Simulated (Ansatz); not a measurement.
# FGaH2N− (SMILES [NH-][GaH][F]): a rigid scan of the dihedral angle H4–N1–Ga2–F3

How does the energy rise as the dihedral angle H4–N1–Ga2–F3 leaves its equilibrium value, and do density functionals follow CCSD(T)? No other atom is relaxed.

Program: Ansatz 0.2.0, Gaussian basis. Level of theory: single points in def2-TZVPPD. These are calculated values, not measurements.

Levels: PBE-D4, r2SCAN-D4, PBE0-D4, B3LYP-D4, wB97M-V, Hartree-Fock, MP2, CCSD, CCSD(T). The scan takes 31.6, 71.6, 111.6, 151.6, -168.4, -128.4, -88.4, -48.4, -8.4°.

Correlated methods freeze the cores. Filled d shells of the heavier atoms are correlated. B3LYP uses VWN-RPA correlation.

172 further runs of the same task are left out: 172 set aside as unsound or not needed.

### Step 1. The system as given

The minimum, relaxed at PBE0-D4: SMILES `[NH-][GaH][F]`, 5 atoms, charge -1, spin multiplicity 1.

Atoms are counted from 1 here; the program's logs count them from 0.

Bond lengths: N1–Ga2 1.770 Å, N1–H4 1.023 Å, Ga2–F3 1.843 Å, Ga2–H5 1.589 Å. Angles: Ga2–N1–H4 109.7°, N1–Ga2–F3 126.8°, N1–Ga2–H5 129.9°, F3–Ga2–H5 103.3°.

Coordinates:

```
N    -0.9210   -1.1033    0.0682
Ga    0.3982    0.0746    0.1388
F     0.4000    1.7755   -0.5712
H    -1.7140   -0.7018   -0.4383
H     1.8368   -0.0451    0.8025
```

Energies of the minimum (eV), from earlier single points: PBE-D4 -56608.92985, r2SCAN-D4 -56618.84433, PBE0-D4 -56609.73195, B3LYP-D4 -56622.69427, wB97M-V -56616.89582, CCSD(T) -56576.57043.

At the minimum the dihedral angle H4–N1–Ga2–F3 is 0.0°.

### Step 2. H4–N1–Ga2–F3 = 31.6°

pbe-tzvppd/in.yaml reads:

```yaml
crystal:
  periodic: [false, false, false]
  atoms:
    - {symbol: N, position_ang: [-0.920955, -1.103272, 0.068187]}
    - {symbol: Ga, position_ang: [0.398231, 0.074571, 0.138787]}
    - {symbol: F, position_ang: [0.238711, 1.909697, 0.203837]}
    - {symbol: H, position_ang: [-1.714044, -0.701751, -0.438268]}
    - {symbol: H, position_ang: [1.970035, -0.155954, 0.162143]}
basis:
  gaussian: {orbitals: "def2-TZVPPD.json"}
total_charge: -1
hamiltonian: {xc: pbe, dispersion: d4}
output: {forces: true}
```

r2scan-tzvppd/in.yaml differs from pbe-tzvppd/in.yaml so:

```diff
-hamiltonian: {xc: pbe, dispersion: d4}
+hamiltonian: {xc: r2scan, dispersion: d4}
```

pbe0-tzvppd/in.yaml:

```diff
-hamiltonian: {xc: pbe, dispersion: d4}
-output: {forces: true}
+hamiltonian: {xc: pbe0, dispersion: d4}
+output: {forces: true, orbitals: {seedname: orbitals}}
```

b3lyp-tzvppd/in.yaml:

```diff
-hamiltonian: {xc: pbe, dispersion: d4}
+hamiltonian: {xc: {name: B3LYP}, dispersion: d4}
```

wb97mv-tzvppd/in.yaml:

```diff
-hamiltonian: {xc: pbe, dispersion: d4}
-output: {forces: true}
+hamiltonian: {xc: {name: wB97M-V}}
```

ccsdt-tzvppd/in.yaml:

```diff
-hamiltonian: {xc: pbe, dispersion: d4}
-output: {forces: true}
+correlation: {method: ccsd_t}
```

The basis file named in the input lies beside it (Basis Set Exchange, JSON).

Each run has its own folder and the same command.

Launch:

```bash
ansatz run in.yaml --threads 2 --pin off --events-out ev --progress --plain --max-ram 4352MiB
```

Log of pbe-tzvppd, shortened:

```text
Functional definition: PBE
  name "PBE"
  cite "Perdew, Burke & Ernzerhof, Phys. Rev. Lett. 77, 3865 (1996) doi:10.1103/PhysRevLett.77.3865"
  parent pbe
[...]
870 factors; their error is unknown
[...]
mean field -56608.74234889 eV, -2080.3329105378 hartree, gradient 3.0e-5 eV, S^2 0.000000; 0 other end points of the search recorded, 0 dependent functions left out
[...]
reference -56608.74239675 eV, -2080.3329122969 hartree; 25, 25 occupied and 140, 140 virtual orbitals, 870 factors
Total energy: -56608.82848350 eV, -2080.3360759264 hartree
Atom 0 at    -0.920955    -1.103272     0.068187 Å, force     0.045568    -0.608978    -0.170326 eV/Å
Atom 1 at     0.398231     0.074571     0.138787 Å, force     0.275750    -0.133586    -0.089068 eV/Å
Atom 2 at     0.238711     1.909697     0.203837 Å, force    -0.016623     0.506596    -0.062207 eV/Å
Atom 3 at    -1.714044    -0.701751    -0.438268 Å, force    -0.429757     0.236916     0.133953 eV/Å
Atom 4 at     1.970035    -0.155954     0.162143 Å, force     0.125063    -0.000947     0.187648 eV/Å
Dipole moment:     0.322174     0.315668    -0.071726 e Å
```

Output in r2scan-tzvppd, shortened:

```text
Functional definition: r2SCAN
  name "r2SCAN"
  cite "Furness, Kaplan, Ning, Perdew & Sun, J. Phys. Chem. Lett. 11, 8208 (2020) doi:10.1021/acs.jpclett.0c02405"
  cite "Furness, Kaplan, Ning, Perdew & Sun, J. Phys. Chem. Lett. 11, 9248 (2020) doi:10.1021/acs.jpclett.0c03077"
  parent r2scan
[...]
870 factors; their error is unknown
[...]
Atom 1 at     0.398231     0.074571     0.138787 Å, force     0.131161     0.050626    -0.106066 eV/Å
Atom 2 at     0.238711     1.909697     0.203837 Å, force     0.017479     0.008927    -0.081980 eV/Å
Atom 3 at    -1.714044    -0.701751    -0.438268 Å, force    -0.192434     0.137135     0.302032 eV/Å
Atom 4 at     1.970035    -0.155954     0.162143 Å, force    -0.067952     0.033599     0.199666 eV/Å
Dipole moment:     0.339717     0.335894    -0.069739 e Å
```

Log of pbe0-tzvppd, shortened:

```text
Functional definition: PBE0
  name "PBE0"
  cite "Adamo & Barone, J. Chem. Phys. 110, 6158 (1999) doi:10.1063/1.478522"
[... 2 set-up lines as earlier in the session ...]
[...]
918 factors; their error is unknown
[...]
mean field -56609.55781271 eV, -2080.3628782806 hartree, gradient 4.0e-5 eV, S^2 0.000000; 0 other end points of the search recorded, 0 dependent functions left out
[...]
Atom 1 at     0.398231     0.074571     0.138787 Å, force     0.007454     0.000656    -0.093024 eV/Å
Atom 2 at     0.238711     1.909697     0.203837 Å, force     0.024781     0.008772    -0.078523 eV/Å
Atom 3 at    -1.714044    -0.701751    -0.438268 Å, force    -0.116960     0.071309     0.337475 eV/Å
Atom 4 at     1.970035    -0.155954     0.162143 Å, force     0.010008     0.031643     0.188685 eV/Å
Dipole moment:     0.368853     0.352207    -0.070861 e Å
```

b3lyp-tzvppd printed, shortened:

```text
Functional definition: B3LYP
  name "B3LYP"
  cite "Stephens, Devlin, Chabalowski & Frisch, J. Phys. Chem. 98, 11623 (1994) doi:10.1021/j100096a001"
  cite "Becke, Phys. Rev. A 38, 3098 (1988) doi:10.1103/PhysRevA.38.3098"
  cite "Lee, Yang & Parr, Phys. Rev. B 37, 785 (1988) doi:10.1103/PhysRevB.37.785"
  cite "Vosko, Wilk & Nusair, Can. J. Phys. 58, 1200 (1980) doi:10.1139/p80-159"
[...]
913 factors; their error is unknown
[...]
Atom 1 at     0.398231     0.074571     0.138787 Å, force     0.250498    -0.059905    -0.079733 eV/Å
Atom 2 at     0.238711     1.909697     0.203837 Å, force    -0.004198     0.254309    -0.070761 eV/Å
Atom 3 at    -1.714044    -0.701751    -0.438268 Å, force    -0.166509     0.055440     0.326769 eV/Å
Atom 4 at     1.970035    -0.155954     0.162143 Å, force     0.017803     0.020924     0.190079 eV/Å
Dipole moment:     0.358506     0.341862    -0.072781 e Å
```

wb97mv-tzvppd printed, shortened:

```text
Functional definition: wB97M-V
  name "wB97M-V"
  cite "Mardirossian & Head-Gordon, J. Chem. Phys. 144, 214110 (2016) doi:10.1063/1.4952647"
  cite "Becke, J. Chem. Phys. 107, 8554 (1997) doi:10.1063/1.475007"
  cite "Vydrov & Van Voorhis, J. Chem. Phys. 133, 244103 (2010) doi:10.1063/1.3521275"
  # Of w^i u^j: cxij and so on, Table III.
[...]
  gx(w, u) = 1 - cx + cx01*u + cx10*w
[...]
      + integral(e_c_pw_mod_opposite_spin*gos(b97_w_opposite, b97_u_opposite)) + vv10(b, c)
901 factors; their error is unknown
238 factors; integrals over basis functions are off by at most 4.6e-5 eV
[...]
mean field -56616.79457198 eV, -2080.6288242787 hartree, gradient 3.2e-5 eV, S^2 0.000000; 0 other end points of the search recorded, 0 dependent functions left out
reference -56616.79463045 eV, -2080.6288264275 hartree; 25, 25 occupied and 140, 140 virtual orbitals, 901 factors
Total energy: -56616.79463045 eV, -2080.6288264275 hartree
```

ccsdt-tzvppd printed, shortened:

```text
Functional definition: HF
  name "HF"
  cite "Fock, Z. Phys. 61, 126 (1930) doi:10.1007/BF01340294"
[... 1 set-up line as earlier in the session ...]
[...]
1012 factors; integrals over basis functions are off by at most 1.1e-3 eV
[...]
mean field -56555.87426041 eV, -2078.3900441218 hartree, gradient 1.9e-6 eV, S^2 0.000000; 0 other end points of the search recorded, 0 dependent functions left out
11 core orbitals not correlated: weight in the atoms' cores, before any rotation towards them, 1.000 or more for the frozen orbitals, at most 0.000 for the correlated occupied ones
reference -56555.87426041 eV, -2078.3900441218 hartree; 14, 14 occupied and 140, 140 virtual orbitals, 1012 factors
second order -19.91508925 eV of doubles, -0.00000000 eV of singles
cycle   1  -18.96218869 eV  change    9.5e-1 eV  update   1.4e-1
[...]
cycle  12  -19.73514103 eV  change   -2.0e-5 eV  update   1.4e-5
perturbative correction -0.85135116 eV, -0.0312865781 hartree
Total energy: -56576.46075261 eV, -2079.1465837559 hartree
```

Times: 1.9 s (pbe-tzvppd), 4.2 s (r2scan-tzvppd), 3 s (pbe0-tzvppd), 3.5 s (b3lyp-tzvppd), 8 s (wb97mv-tzvppd), 46 s (ccsdt-tzvppd) on 2 threads, shared host; peak memory 1.4 GiB.

### Step 3. H4–N1–Ga2–F3 = 71.6°

pbe-tzvppd/in.yaml reads:

```yaml
crystal:
  periodic: [false, false, false]
  atoms:
    - {symbol: N, position_ang: [-0.920955, -1.103272, 0.068187]}
    - {symbol: Ga, position_ang: [0.398231, 0.074571, 0.138787]}
    - {symbol: F, position_ang: [0.449483, 1.617137, 1.146372]}
    - {symbol: H, position_ang: [-1.714044, -0.701751, -0.438268]}
    - {symbol: H, position_ang: [1.795905, 0.085751, -0.616620]}
basis:
  gaussian: {orbitals: "def2-TZVPPD.json"}
total_charge: -1
hamiltonian: {xc: pbe, dispersion: d4}
output: {forces: true}
```

r2scan-tzvppd/in.yaml differs from pbe-tzvppd/in.yaml so:

```diff
-hamiltonian: {xc: pbe, dispersion: d4}
+hamiltonian: {xc: r2scan, dispersion: d4}
```

pbe0-tzvppd/in.yaml:

```diff
-hamiltonian: {xc: pbe, dispersion: d4}
-output: {forces: true}
+hamiltonian: {xc: pbe0, dispersion: d4}
+output: {forces: true, orbitals: {seedname: orbitals}}
```

b3lyp-tzvppd/in.yaml:

```diff
-hamiltonian: {xc: pbe, dispersion: d4}
+hamiltonian: {xc: {name: B3LYP}, dispersion: d4}
```

wb97mv-tzvppd/in.yaml:

```diff
-hamiltonian: {xc: pbe, dispersion: d4}
-output: {forces: true}
+hamiltonian: {xc: {name: wB97M-V}}
```

ccsdt-tzvppd/in.yaml:

```diff
-hamiltonian: {xc: pbe, dispersion: d4}
-output: {forces: true}
+correlation: {method: ccsd_t}
```

One command serves all of them, each in its own folder.

Launch:

```bash
ansatz run in.yaml --threads 2 --pin off --events-out ev --progress --plain --max-ram 4352MiB
```

Output in pbe-tzvppd, shortened:

```text
[... 4 set-up lines as earlier in the session ...]
[...]
870 factors; their error is unknown
[...]
mean field -56608.45982097 eV, -2080.3225278285 hartree, gradient 2.7e-5 eV, S^2 0.000000; 0 other end points of the search recorded, 0 dependent functions left out
[...]
Atom 1 at     0.398231     0.074571     0.138787 Å, force    -0.007695     0.049286    -0.471877 eV/Å
Atom 2 at     0.449483     1.617137     1.146372 Å, force     0.079723     0.397950     0.239335 eV/Å
Atom 3 at    -1.714044    -0.701751    -0.438268 Å, force    -0.438276     0.123625     0.176786 eV/Å
Atom 4 at     1.795905     0.085751    -0.616620 Å, force     0.380687    -0.010252     0.177186 eV/Å
Dipole moment:     0.354398     0.348260    -0.142770 e Å
```

r2scan-tzvppd printed, shortened:

```text
[... 5 set-up lines as earlier in the session ...]
[...]
870 factors; their error is unknown
[...]
Atom 1 at     0.398231     0.074571     0.138787 Å, force    -0.130136     0.201530    -0.349822 eV/Å
Atom 2 at     0.449483     1.617137     1.146372 Å, force     0.065889    -0.023368    -0.027185 eV/Å
Atom 3 at    -1.714044    -0.701751    -0.438268 Å, force    -0.206200     0.013571     0.330820 eV/Å
Atom 4 at     1.795905     0.085751    -0.616620 Å, force     0.225732    -0.004231     0.284449 eV/Å
Dipole moment:     0.378316     0.373871    -0.136245 e Å
```

pbe0-tzvppd printed, shortened:

```text
[... 5 set-up lines as earlier in the session ...]
[...]
918 factors; their error is unknown
[...]
mean field -56609.28028199 eV, -2080.3526792149 hartree, gradient 4.9e-5 eV, S^2 0.000000; 0 other end points of the search recorded, 0 dependent functions left out
[...]
Atom 1 at     0.398231     0.074571     0.138787 Å, force    -0.205691     0.142922    -0.284058 eV/Å
Atom 2 at     0.449483     1.617137     1.146372 Å, force     0.068942    -0.016492    -0.030350 eV/Å
Atom 3 at    -1.714044    -0.701751    -0.438268 Å, force    -0.136094    -0.032230     0.351406 eV/Å
Atom 4 at     1.795905     0.085751    -0.616620 Å, force     0.277319     0.010627     0.233299 eV/Å
Dipole moment:     0.402109     0.389633    -0.146025 e Å
```

Log of b3lyp-tzvppd, shortened:

```text
[... 6 set-up lines as earlier in the session ...]
[...]
913 factors; their error is unknown
[...]
Atom 1 at     0.398231     0.074571     0.138787 Å, force    -0.002230     0.127121    -0.396233 eV/Å
Atom 2 at     0.449483     1.617137     1.146372 Å, force     0.070558     0.187549     0.105970 eV/Å
Atom 3 at    -1.714044    -0.701751    -0.438268 Å, force    -0.188110    -0.045741     0.347529 eV/Å
Atom 4 at     1.795905     0.085751    -0.616620 Å, force     0.288202    -0.001667     0.230754 eV/Å
Dipole moment:     0.391805     0.379347    -0.149975 e Å
```

wb97mv-tzvppd printed, shortened:

```text
[... 5 set-up lines as earlier in the session ...]
  # Of w^i u^j: cxij and so on, Table III.
[...]
  gx(w, u) = 1 - cx + cx01*u + cx10*w
[...]
      + integral(e_c_pw_mod_opposite_spin*gos(b97_w_opposite, b97_u_opposite)) + vv10(b, c)
901 factors; their error is unknown
238 factors; integrals over basis functions are off by at most 2.5e-5 eV
[...]
mean field -56616.52091602 eV, -2080.6187676076 hartree, gradient 4.1e-5 eV, S^2 0.000000; 0 other end points of the search recorded, 0 dependent functions left out
reference -56616.52097359 eV, -2080.6187697234 hartree; 25, 25 occupied and 140, 140 virtual orbitals, 901 factors
Total energy: -56616.52097359 eV, -2080.6187697234 hartree
```

Log of ccsdt-tzvppd, shortened:

```text
[... 4 set-up lines as earlier in the session ...]
[...]
1011 factors; integrals over basis functions are off by at most 1.2e-3 eV
[...]
mean field -56555.61480793 eV, -2078.3805094188 hartree, gradient 6.0e-6 eV, S^2 0.000000; 0 other end points of the search recorded, 0 dependent functions left out
11 core orbitals not correlated: weight in the atoms' cores, before any rotation towards them, 1.000 or more for the frozen orbitals, at most 0.000 for the correlated occupied ones
reference -56555.61480793 eV, -2078.3805094188 hartree; 14, 14 occupied and 140, 140 virtual orbitals, 1011 factors
second order -19.87650275 eV of doubles, -0.00000000 eV of singles
cycle   1  -18.93657111 eV  change    9.4e-1 eV  update   1.4e-1
[...]
cycle  13  -19.69875497 eV  change   -6.6e-6 eV  update   1.4e-5
perturbative correction -0.84428534 eV, -0.0310269140 hartree
Total energy: -56576.15784824 eV, -2079.1354522255 hartree
```

They took 1.9 s (pbe-tzvppd), 3.9 s (r2scan-tzvppd), 2.9 s (pbe0-tzvppd), 3.3 s (b3lyp-tzvppd), 8 s (wb97mv-tzvppd), 47 s (ccsdt-tzvppd) on 2 threads, shared host; peak memory 1.4 GiB.

### Step 4. H4–N1–Ga2–F3 = 111.6°

pbe-tzvppd/in.yaml reads:

```yaml
crystal:
  periodic: [false, false, false]
  atoms:
    - {symbol: N, position_ang: [-0.920955, -1.103272, 0.068187]}
    - {symbol: Ga, position_ang: [0.398231, 0.074571, 0.138787]}
    - {symbol: F, position_ang: [1.021629, 0.946861, 1.638070]}
    - {symbol: H, position_ang: [-1.714044, -0.701751, -0.438268]}
    - {symbol: H, position_ang: [1.323188, 0.639547, -1.022899]}
basis:
  gaussian: {orbitals: "def2-TZVPPD.json"}
total_charge: -1
hamiltonian: {xc: pbe, dispersion: d4}
output: {forces: true}
```

r2scan-tzvppd/in.yaml, as changes to pbe-tzvppd/in.yaml:

```diff
-hamiltonian: {xc: pbe, dispersion: d4}
+hamiltonian: {xc: r2scan, dispersion: d4}
```

pbe0-tzvppd/in.yaml:

```diff
-hamiltonian: {xc: pbe, dispersion: d4}
-output: {forces: true}
+hamiltonian: {xc: pbe0, dispersion: d4}
+output: {forces: true, orbitals: {seedname: orbitals}}
```

b3lyp-tzvppd/in.yaml:

```diff
-hamiltonian: {xc: pbe, dispersion: d4}
+hamiltonian: {xc: {name: B3LYP}, dispersion: d4}
```

wb97mv-tzvppd/in.yaml:

```diff
-hamiltonian: {xc: pbe, dispersion: d4}
-output: {forces: true}
+hamiltonian: {xc: {name: wB97M-V}}
```

ccsdt-tzvppd/in.yaml:

```diff
-hamiltonian: {xc: pbe, dispersion: d4}
-output: {forces: true}
+correlation: {method: ccsd_t}
```

Each run has its own folder and the same command.

Launch:

```bash
ansatz run in.yaml --threads 2 --pin off --events-out ev --progress --plain --max-ram 4352MiB
```

Log of pbe-tzvppd, shortened:

```text
[... 4 set-up lines as earlier in the session ...]
[...]
870 factors; their error is unknown
[...]
mean field -56608.41981678 eV, -2080.3210577015 hartree, gradient 3.4e-5 eV, S^2 0.000000; 0 other end points of the search recorded, 0 dependent functions left out
[...]
Atom 1 at     0.398231     0.074571     0.138787 Å, force    -0.355537     0.437040    -0.524651 eV/Å
Atom 2 at     1.021629     0.946861     1.638070 Å, force     0.257526    -0.091969     0.279497 eV/Å
Atom 3 at    -1.714044    -0.701751    -0.438268 Å, force    -0.135960    -0.019957    -0.341710 eV/Å
Atom 4 at     1.323188     0.639547    -1.022899 Å, force     0.437421     0.179686    -0.067314 eV/Å
Dipole moment:     0.333374     0.381876    -0.176234 e Å
```

r2scan-tzvppd printed, shortened:

```text
[... 5 set-up lines as earlier in the session ...]
[...]
870 factors; their error is unknown
[...]
Atom 1 at     0.398231     0.074571     0.138787 Å, force    -0.378215     0.481827    -0.308759 eV/Å
Atom 2 at     1.021629     0.946861     1.638070 Å, force     0.092242    -0.335300    -0.118667 eV/Å
Atom 3 at    -1.714044    -0.701751    -0.438268 Å, force     0.104245    -0.138317    -0.207823 eV/Å
Atom 4 at     1.323188     0.639547    -1.022899 Å, force     0.332528     0.120784     0.078206 eV/Å
Dipole moment:     0.356728     0.404831    -0.176054 e Å
```

Output in pbe0-tzvppd, shortened:

```text
[... 5 set-up lines as earlier in the session ...]
[...]
918 factors; their error is unknown
[...]
mean field -56609.24733338 eV, -2080.3514683757 hartree, gradient 4.1e-5 eV, S^2 0.000000; 0 other end points of the search recorded, 0 dependent functions left out
[...]
Atom 1 at     0.398231     0.074571     0.138787 Å, force    -0.411439     0.382961    -0.236737 eV/Å
Atom 2 at     1.021629     0.946861     1.638070 Å, force     0.092055    -0.303102    -0.112591 eV/Å
Atom 3 at    -1.714044    -0.701751    -0.438268 Å, force     0.153997    -0.169861    -0.153281 eV/Å
Atom 4 at     1.323188     0.639547    -1.022899 Å, force     0.351049     0.145556     0.028476 eV/Å
Dipole moment:     0.373601     0.428217    -0.189767 e Å
```

Output in b3lyp-tzvppd, shortened:

```text
[... 6 set-up lines as earlier in the session ...]
[...]
913 factors; their error is unknown
[...]
Atom 1 at     0.398231     0.074571     0.138787 Å, force    -0.295698     0.462618    -0.407721 eV/Å
Atom 2 at     1.021629     0.946861     1.638070 Å, force     0.174620    -0.200673     0.086364 eV/Å
Atom 3 at    -1.714044    -0.701751    -0.438268 Å, force     0.109479    -0.185506    -0.170687 eV/Å
Atom 4 at     1.323188     0.639547    -1.022899 Å, force     0.363171     0.142162     0.016166 eV/Å
Dipole moment:     0.363877     0.419475    -0.192932 e Å
```

Log of wb97mv-tzvppd, shortened:

```text
[... 5 set-up lines as earlier in the session ...]
  # Of w^i u^j: cxij and so on, Table III.
[...]
  gx(w, u) = 1 - cx + cx01*u + cx10*w
[...]
      + integral(e_c_pw_mod_opposite_spin*gos(b97_w_opposite, b97_u_opposite)) + vv10(b, c)
901 factors; their error is unknown
239 factors; integrals over basis functions are off by at most 2.4e-5 eV
[...]
mean field -56616.48952402 eV, -2080.6176139729 hartree, gradient 4.7e-5 eV, S^2 0.000000; 0 other end points of the search recorded, 0 dependent functions left out
reference -56616.48958176 eV, -2080.6176160946 hartree; 25, 25 occupied and 140, 140 virtual orbitals, 901 factors
Total energy: -56616.48958176 eV, -2080.6176160946 hartree
```

ccsdt-tzvppd printed, shortened:

```text
[... 4 set-up lines as earlier in the session ...]
[...]
1012 factors; integrals over basis functions are off by at most 1.2e-3 eV
[...]
mean field -56555.59329382 eV, -2078.3797187898 hartree, gradient 1.8e-6 eV, S^2 0.000000; 0 other end points of the search recorded, 0 dependent functions left out
11 core orbitals not correlated: weight in the atoms' cores, before any rotation towards them, 1.000 or more for the frozen orbitals, at most 0.000 for the correlated occupied ones
reference -56555.59329382 eV, -2078.3797187898 hartree; 14, 14 occupied and 140, 140 virtual orbitals, 1012 factors
second order -19.86714477 eV of doubles, -0.00000000 eV of singles
cycle   1  -18.93316222 eV  change    9.3e-1 eV  update   1.4e-1
[...]
cycle  13  -19.69154288 eV  change   -9.1e-6 eV  update   1.3e-5
perturbative correction -0.84101863 eV, -0.0309068647 hartree
Total energy: -56576.12585533 eV, -2079.1342765079 hartree
```

Times: 1.9 s (pbe-tzvppd), 4.3 s (r2scan-tzvppd), 2.9 s (pbe0-tzvppd), 3.4 s (b3lyp-tzvppd), 8 s (wb97mv-tzvppd), 47 s (ccsdt-tzvppd) on 2 threads, shared host; peak memory 1.4 GiB.

(Part 1 of 3 ends here.)
